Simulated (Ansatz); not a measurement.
**C2H6Si (SMILES C=C[SiH3]) at r2SCAN/6-311+G(d,p)**

Aim: the electronic atomisation energy of C2H6Si at r2SCAN/6-311+G**, from 4 runs. 

The calculation is run with Ansatz 0.2.0.

51 further runs of the same task are left out: 51 set aside as unsound or not needed.

## Step 1: The structure to begin with

C2H6Si has 9 atoms, charge 0, and is taken as a singlet. SMILES: `C=C[SiH3]`. The shape is that of a PBE0-D4/def2-TZVP optimisation.

Bond lengths: C1–C2 1.330 Å, C2–Si3 1.859 Å, C1–H4 1.087 Å, C1–H5 1.087 Å, C2–H6 1.089 Å, Si3–H7 1.488 Å, Si3–H8 1.487 Å, Si3–H9 1.488 Å. Some angles: C1–C2–Si3 123.1°, C1–C2–H6 118.1°, Si3–C2–H6 118.8°, C2–C1–H4 121.7°, C2–C1–H5 122.2°, C2–Si3–H7 110.8°, C2–Si3–H8 109.0°, C2–Si3–H9 110.8°, H4–C1–H5 116.1°, H7–Si3–H8 109.3°.

## Step 2: A single-point energy at r2SCAN/6-311+G(d,p)

File molecule.yaml:

```yaml
crystal:
  periodic: [false, false, false]
  atoms:
    - {symbol: C, position_ang: [-0.713700, 0.870200, -1.048300]}
    - {symbol: C, position_ang: [-0.071300, 0.712500, 0.105600]}
    - {symbol: Si, position_ang: [0.560600, -0.932000, 0.700100]}
    - {symbol: H, position_ang: [-0.905700, 0.033000, -1.713900]}
    - {symbol: H, position_ang: [-1.076700, 1.838600, -1.381500]}
    - {symbol: H, position_ang: [0.089400, 1.592000, 0.727600]}
    - {symbol: H, position_ang: [2.035800, -0.893900, 0.893800]}
    - {symbol: H, position_ang: [0.223400, -1.972400, -0.307300]}
    - {symbol: H, position_ang: [-0.053200, -1.294300, 2.006700]}
basis:
  gaussian:
    orbitals: 6-311+G_st__st_-spherical.json
hamiltonian:
  xc: r2scan
accuracy: high
output:
  orbitals: {seedname: orbitals}
```

The basis set 6-311+G** is read from a file made from the Basis Set Exchange's data (not shown).

Started as:

```sh
$ ansatz run molecule.yaml --threads 1 --pin off --max-ram 3480MiB --events-out events.jsonl --progress --plain --runs-dir runs
```

Output:

```text
Warning: RAYON_NUM_THREADS=1 ignored (pool sized by the plan → 1); use --threads N
Functional definition: r2SCAN
  name "r2SCAN"
  parameter k0 = 0.174
  parameter k1 = 0.065
  parameter a1 = 4.9479
  exchange = r2scan_x(k0 = k0, k1 = k1, a1 = a1)
  correlation = r2scan_c
2118 factors; integrals over basis functions are off by at most 8.2e-9 eV
mean field evaluation 1: about -10039.3296 eV, gradient 5.5e1 eV
mean field evaluation 2: about -10030.4597 eV, gradient 7.6e1 eV
mean field evaluation 4: about -10047.0556 eV, gradient 3.3e0 eV
mean field evaluation 8: about -10047.0808 eV, gradient 3.2e-1 eV
mean field evaluation 16: about -10047.0810 eV, gradient 1.3e-5 eV
mean field -10047.08104718 eV, -369.2234183279 hartree, gradient 3.9e-8 eV, S^2 0.000000; 0 other end points of the search recorded, 0 dependent functions left out
reference -10047.08104906 eV, -369.2234183967 hartree; 16, 16 occupied and 94, 94 virtual orbitals, 2118 factors
Total energy: -10047.08104906 eV, -369.2234183967 hartree
```

Run time: 6.6 s. Hardware: 1 thread of Intel Xeon 6975P-C (Granite Rapids), shared host; peak memory 0.35 GiB.

## Step 3: The C atom, same level

File molecule.yaml:

```yaml
crystal:
  periodic: [false, false, false]
  atoms:
    - symbol: C
      position_ang: [0.000000, 0.000000, 0.000000]
basis:
  gaussian:
    orbitals: 6-311+G_st__st_.json
magnetization:
  spin_polarized: true
  initial_magnetization: 2
hamiltonian:
  xc: {name: r2SCAN}
accuracy: high
```

The basis set 6-311+G** is read from a file made from the Basis Set Exchange's data (not shown).

Run the same way, it converges to -37.83050 Eh (log not shown).

## Step 4: The H atom at the same level

File in.yaml:

```yaml
crystal:
  periodic: [false, false, false]
  atoms:
    - symbol: H
      position_ang: [0.000000, 0.000000, 0.000000]
basis:
  gaussian: {orbitals: 6-311+G_st__st_.json}
magnetization: {spin_polarized: true, initial_magnetization: 1}
hamiltonian: {xc: r2scan}
accuracy: high
```

The basis set 6-311+G** is read from a file made from the Basis Set Exchange's data (not shown).

Started as:

```sh
$ ansatz run in.yaml --threads 1 --pin off --max-ram 3480MiB --events-out events.jsonl --progress --plain --runs-dir runs
```

Output, shortened:

```text
Warning: RAYON_NUM_THREADS=1 ignored (pool sized by the plan → 1); use --threads N
[... 7 set-up lines as earlier in the session ...]
21 factors; integrals over basis functions are off by at most 2.7e-9 eV
mean field evaluation 1: about -13.6044 eV, gradient 1.6e-1 eV
mean field evaluation 2: about -13.6045 eV, gradient 5.7e-3 eV
mean field evaluation 4: about -13.6037 eV, gradient 1.4e-3 eV
mean field evaluation 8: about -13.6037 eV, gradient 2.0e-7 eV
mean field -13.60372414 eV, -0.4999276411 hartree, gradient 7.4e-10 eV, S^2 0.750000; 0 other end points of the search recorded, 0 dependent functions left out
reference -13.60372534 eV, -0.4999276854 hartree; 1, 0 occupied and 5, 6 virtual orbitals, 21 factors
Total energy: -13.60372534 eV, -0.4999276854 hartree
```

Run time: 0.34 s. Hardware: 1 thread of Intel Xeon 6975P-C (Granite Rapids), shared host.

## Step 5: The Si atom at the same level

File run.yaml:

```yaml
basis:
  gaussian:
    orbitals: 6-311+G_st__st_-spherical.json
crystal:
  periodic: [false, false, false]
  atoms:
    - {symbol: Si, position_ang: [0.000000, 0.000000, 0.000000]}
magnetization:
  spin_polarized: true
  initial_magnetization: 2
hamiltonian:
  xc: r2scan
accuracy: high
```

The basis set 6-311+G** is read from a file made from the Basis Set Exchange's data (not shown).

Started as:

```sh
$ ansatz run run.yaml --threads 1 --pin off --max-ram 3480MiB --events-out events.jsonl --progress --plain --runs-dir runs
```

Output, shortened:

```text
Warning: RAYON_NUM_THREADS=1 ignored (pool sized by the plan → 1); use --threads N
[... 7 set-up lines as earlier in the session ...]
230 factors; integrals over basis functions are off by at most 3.5e-9 eV
mean field evaluation 1: about -7873.2721 eV, gradient 3.8e0 eV
mean field evaluation 2: about -7873.3762 eV, gradient 2.0e0 eV
mean field evaluation 4: about -7873.3891 eV, gradient 3.9e-1 eV
mean field evaluation 8: about -7873.3879 eV, gradient 4.9e-3 eV
mean field evaluation 16: about -7873.3879 eV, gradient 5.6e-8 eV
mean field evaluation 32: about -7873.3879 eV, gradient 1.7e-3 eV
mean field -7873.38785198 eV, -289.3416667863 hartree, gradient 3.1e-8 eV, S^2 2.004311; 2 other end points of the search recorded, 0 dependent functions left out
reference -7873.38785541 eV, -289.3416669125 hartree; 8, 6 occupied and 22, 24 virtual orbitals, 230 factors
Total energy: -7873.38785541 eV, -289.3416669125 hartree
```

It took 1.8 s on 1 thread of Intel Xeon 6975P-C (Granite Rapids), shared host; peak memory 0.15 GiB.

## Step 6: Results

At r2SCAN/6-311+G**:

| quantity | value |
| --- | --- |
| molecule: total energy | -369.22342 Eh |
| molecule: HOMO energy | -7.11 eV |
| molecule: LUMO energy | -1.28 eV |
| molecule: HOMO–LUMO gap | 5.83 eV |
| C atom: total energy | -37.83050 Eh |
| C atom: ⟨S²⟩ | 2.005 |
| H atom: total energy | -0.49993 Eh |
| H atom: ⟨S²⟩ | 0.750 |
| Si atom: total energy | -289.34167 Eh |
| Si atom: ⟨S²⟩ | 2.004 |
| electronic atomisation energy | 33.230 eV |

In words: Taking the molecule apart into free atoms costs 33.23 eV (766 kcal/mol), before zero-point energy and without spin-orbit coupling.
